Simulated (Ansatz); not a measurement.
**GaH− (doublet): the correlation ladder, aug-cc-pVTZ**

The task here is to estimate one member of a computed series from the others.

The runs use Ansatz 0.2.0, Gaussian basis; aug-cc-pVTZ, core rule «outside noble gas», up to 14 orbitals frozen.

To be run: UHF; CCSD(T) on ROHF; CCSD(T) on UHF; BCCD(T) on ROHF; CCSDT(Q) on ROHF; CCSDT(Q) on UHF; CASSCF and MRCISD+Q, 5 electrons in 5 orbitals; CASSCF and NEVPT2, 5 electrons in 5 orbitals.

6 further runs of the same task are left out: 2 that didn't finish, 4 set aside as unsound or not needed.

### The geometry

The geometry is a PBE0/def2-TZVPD stationary point (not a proven minimum). No spin-orbit coupling is included. The filled d shell of Ga may be among the frozen orbitals whatever the setting's name suggests; the logs give the count.

2 atoms, charge -1, spin multiplicity 2.

Atoms are counted from 1 here; the program's logs count them from 0.

Bond lengths: Ga1–H2 1.724 Å.

Set-up of the first run:

Contents of in.yaml:

```yaml
crystal:
  periodic: [false, false, false]
  atoms:
    - {symbol: Ga, position_ang: [0.000000, 0.000000, 0.000000]}
    - {symbol: H, position_ang: [0.000000, 0.000000, 1.724400]}
basis:
  gaussian: {orbitals: aug-cc-pVTZ}
total_charge: -1
magnetization: {spin_polarized: true, initial_magnetization: 1}
hamiltonian: {xc: hf}
output: {orbitals: {seedname: orbitals}}
```

Run with:

```sh
> ansatz run in.yaml --threads 1 --pin off --events-out ev --progress --plain --max-ram 2816MiB --backend cpu
```

Steps of the session up to this table: UHF; CCSD(T) on ROHF; CCSD(T) on UHF; BCCD(T) on ROHF; CCSDT(Q) on ROHF; CCSDT(Q) on UHF; CASSCF and MRCISD+Q, 5 electrons in 5 orbitals; CASSCF and NEVPT2, 5 electrons in 5 orbitals.

One table of the session follows, with a row left open; its other results are not shown here.

```
          method  from UCCSDT(Q) (meV)
            ROHF                     ?
             UHF               +2544.8
            RMP2                +613.7
            UMP2                +623.1
           RCCSD                +106.2
           UCCSD                +101.9
        RCCSD(T)                 +24.6
        UCCSD(T)                 +23.3
         BCCD(T)                 +24.3
          RCCSDT                  +4.2
          UCCSDT                  +2.7
       RCCSDT(Q)                  +1.4
       UCCSDT(Q)                     0
  CASSCF valence               +1809.2
  NEVPT2 valence                +591.2
  MRCISD valence                +115.5
MRCISD+Q valence                  +7.6
```

Estimate the missing values for ROHF.

As computed: from UCCSDT(Q) (meV): +2605.4. In the column «from UCCSDT(Q) (meV)» it is the highest.

Some runs used a GPU and others CPU threads alone; cost is compared among the CPU runs only.

Among the levels timed on like hardware, those that no quicker one beats, quickest first: NEVPT2 valence (10 s, +591.2 meV); RCCSD(T) (15 s, +24.6 meV); BCCD(T) (20 s, +24.3 meV); UCCSD(T) (30 s, +23.3 meV).

Limits of these values: Of the multireference levels listed MRCISD+Q valence comes nearest in total energy (+7.6 meV), which doesn't show that its space is the better one. Restricted and unrestricted rows rest on different reference determinants; where their highest levels disagree by more than a few hundredths of an eV, they describe different states and don't form one ladder.
